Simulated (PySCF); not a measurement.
# Bi²⁺: excitation energy in x2c-QZVPPall

Wanted: the excitation energy of bismuth, up a ladder of methods.

Method: unrestricted determinants in a Gaussian basis, no spin-orbit coupling in the energies. Code: PySCF 2.14.0.

### Step 1. The atom as given

| Quantity | Value |
| --- | --- |
| Element | bismuth (Z = 83) |
| Basis | x2c-QZVPPall |
| Hamiltonian | the spin-free X2C one-electron Hamiltonian (Gaussian nucleus) |
| State 1 | Bi²⁺: [Xe] 4f14 5d10 6s1 6p2, high-spin 4P determinant (an excited configuration) |
| Needed too, but not shown | Bi²⁺ [Xe] 4f14 5d10 6s2 6p1 (2P) |
| Methods | UHF, LDA, PBE, PBE0, r2SCAN, ROHF, MP2 |
| Core shells frozen in the correlated runs | valence: [Xe] 4f14 5d10; valence and next inner shell: [Kr] 4d10 4f14 (for Bi²⁺) |

The outer shells:

Bi2+ [Xe] 4f14 5d10 6s1 6p2
```
[Xe] core
4f [↑↓][↑↓][↑↓][↑↓][↑↓][↑↓][↑↓]
5d [↑↓][↑↓][↑↓][↑↓][↑↓]
6s [↑ ]
6p [↑ ][↑ ][  ]
```

The runs were made by one driver on top of PySCF. The scripts below sum up each run's settings (the driver also hands on starting orbitals that pick excited configurations, and frozen orbitals as a list rather than a count), and the logs come from the driver's own runs. The driver starts from symmetry-adapted Hartree-Fock orbitals, holds the occupation by maximum overlap and uses a logarithmic radial grid for functionals, so a plain start would take other cycles.

The integrals over 142 functions and the set-up took 15 s of CPU time.

### Step 2. Bi²⁺ [Xe] 4f14 5d10 6s1 6p2

Level: UHF.

The input, input.py:

```python
from pyscf import gto, scf, dft, mp, cc
import basis_set_exchange as bse
mol = gto.M(atom="Bi 0 0 0", charge=2, spin=3, symmetry="D2h",
            basis=gto.basis.parse(bse.get_basis("x2c-QZVPPall", elements=["Bi"], fmt="nwchem")),
            nucmod="G")
mf = scf.UHF(mol).sfx2c1e()
mf.irrep_nelec = {'Ag': (12, 11), 'B1g': (3, 3), 'B2g': (3, 3), 'B3g': (3, 3), 'Au': (1, 1), 'B1u': (7, 6), 'B2u': (7, 6), 'B3u': (6, 6)}
mf.kernel()
```

Level: LDA.

input.py, as changed from the run before:

```diff
@@ -5,3 +5,3 @@
             nucmod="G")
-mf = scf.UHF(mol).sfx2c1e()
+mf = dft.UKS(mol, xc="LDA,VWN").sfx2c1e()
 mf.irrep_nelec = {'Ag': (12, 11), 'B1g': (3, 3), 'B2g': (3, 3), 'B3g': (3, 3), 'Au': (1, 1), 'B1u': (7, 6), 'B2u': (7, 6), 'B3u': (6, 6)}
```

Level: PBE.

input.py, as changed from the run before:

```diff
@@ -5,3 +5,3 @@
             nucmod="G")
-mf = dft.UKS(mol, xc="LDA,VWN").sfx2c1e()
+mf = dft.UKS(mol, xc="PBE").sfx2c1e()
 mf.irrep_nelec = {'Ag': (12, 11), 'B1g': (3, 3), 'B2g': (3, 3), 'B3g': (3, 3), 'Au': (1, 1), 'B1u': (7, 6), 'B2u': (7, 6), 'B3u': (6, 6)}
```

Level: PBE0.

input.py, as changed from the run before:

```diff
@@ -5,3 +5,3 @@
             nucmod="G")
-mf = dft.UKS(mol, xc="PBE").sfx2c1e()
+mf = dft.UKS(mol, xc="PBE0").sfx2c1e()
 mf.irrep_nelec = {'Ag': (12, 11), 'B1g': (3, 3), 'B2g': (3, 3), 'B3g': (3, 3), 'Au': (1, 1), 'B1u': (7, 6), 'B2u': (7, 6), 'B3u': (6, 6)}
```

Level: r2SCAN.

input.py, as changed from the run before:

```diff
@@ -5,3 +5,3 @@
             nucmod="G")
-mf = dft.UKS(mol, xc="PBE0").sfx2c1e()
+mf = dft.UKS(mol, xc="R2SCAN").sfx2c1e()
 mf.irrep_nelec = {'Ag': (12, 11), 'B1g': (3, 3), 'B2g': (3, 3), 'B3g': (3, 3), 'Au': (1, 1), 'B1u': (7, 6), 'B2u': (7, 6), 'B3u': (6, 6)}
```

Level: ROHF.

Level: MP2 (valence).

input.py, as changed from the run before:

```diff
@@ -5,4 +5,5 @@
             nucmod="G")
-mf = dft.UKS(mol, xc="R2SCAN").sfx2c1e()
+mf = scf.UHF(mol).sfx2c1e()
 mf.irrep_nelec = {'Ag': (12, 11), 'B1g': (3, 3), 'B2g': (3, 3), 'B3g': (3, 3), 'Au': (1, 1), 'B1u': (7, 6), 'B2u': (7, 6), 'B3u': (6, 6)}
 mf.kernel()
+mp.UMP2(mf, frozen=39).kernel()
```

Level: MP2 (valence and next inner shell).

input.py, as changed from the run before:

```diff
@@ -8,2 +8,2 @@
 mf.kernel()
-mp.UMP2(mf, frozen=39).kernel()
+mp.UMP2(mf, frozen=30).kernel()
```

Q: Predict the outcome of this session.

As calculated:

| quantity | value |
| --- | --- |
| excitation energy, Bi²⁺ → [Xe] 4f14 5d10 6s1 6p2 | UHF 7.763, MP2 (valence and next inner shell) 9.619 eV |

What this shows: The methods span 2.478 eV, from UHF (7.763) to LDA (10.241). No reference value is at hand in this session. The basis is finite, and no extrapolation was made.
